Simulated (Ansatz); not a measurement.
# CH3SbSi (SMILES [SiH]#[C][SbH2]): single points off equilibrium

The task here is to estimate one member of a computed series from the others.

Program: Ansatz 0.2.0, Gaussian basis. Level of theory: single points in def2-TZVPP. These are calculated values, not measurements.

Correlated methods freeze the cores. Filled d shells of the heavier atoms are correlated. Core potentials replace the inner electrons past krypton, and spin-orbit coupling is left out.

## The system as given

SMILES `[SiH]#[C][SbH2]`, 6 atoms, charge 0, spin multiplicity 1.

Atoms are counted from 1 here; the program's logs count them from 0.

Bond lengths: Si1–C2 1.783 Å, Si1–H4 1.559 Å, C2–Sb3 2.337 Å, Sb3–H5 1.919 Å, Sb3–H6 1.881 Å. Angles: C2–Si1–H4 176.2°, Si1–C2–Sb3 95.9°, C2–Sb3–H5 97.0°, C2–Sb3–H6 99.5°, H5–Sb3–H6 88.4°.

Coordinates:

```
Si   -1.1150   -0.8365   -0.3197
C    -1.5065    0.7341    0.4275
Sb    0.7052    1.4598    0.6383
H    -0.7462   -2.2439   -0.8796
H     1.2815    0.9674   -1.1246
H     1.4922   -0.1244    1.2793
```

The first run:

Contents of run/in.yaml:

```yaml
crystal:
  periodic: [false, false, false]
  atoms:
    - {symbol: Si, position_ang: [-1.115000, -0.836500, -0.319700]}
    - {symbol: C, position_ang: [-1.506500, 0.734100, 0.427500]}
    - {symbol: Sb, position_ang: [0.705200, 1.459800, 0.638300]}
    - {symbol: H, position_ang: [-0.746200, -2.243900, -0.879600]}
    - {symbol: H, position_ang: [1.281500, 0.967400, -1.124600]}
    - {symbol: H, position_ang: [1.492200, -0.124400, 1.279300]}
basis:
  gaussian: {orbitals: def2-TZVPP}
correlation: {method: ccsd_t}
output: {forces: true}
```

The command line of these runs was not kept.

Steps of the session up to this table: CCSD(T)/def2-TZVPP; PBE0-D4/def2-TZVPP; wB97M-V/def2-TZVPP; r2SCAN-D4/def2-TZVPP; PBE-D4/def2-TZVPP; CAM-B3LYP-D4/def2-TZVPP; BHLYP-D4/def2-TZVPP.

One table of the session follows, with a row left open; its other results are not shown here.

| method | RMS force component (eV/Å) | angle to CCSD(T) forces (°) | dipole (D) |
| --- | --- | --- | --- |
| CCSD(T) | 1.070 | reference | 1.93 |
| PBE0-D4 | 1.202 | 10.5 | 2.18 |
| wB97M-V | 1.310 | 11.8 | 2.35 |
| r2SCAN-D4 | 1.136 | 9.0 | 2.04 |
| PBE-D4 | 0.992 | 9.4 | 1.86 |
| CAM-B3LYP-D4 | ? | ? | ? |
| BHLYP-D4 | 1.350 | 13.1 | 2.39 |

**Question.** Estimate the row for CAM-B3LYP-D4.

The run gave: RMS force component (eV/Å): 1.316; angle to CCSD(T) forces (°): 14.4; dipole (D): 2.36. In the column «RMS force component (eV/Å)» it lies between wB97M-V (1.310) and BHLYP-D4 (1.350).
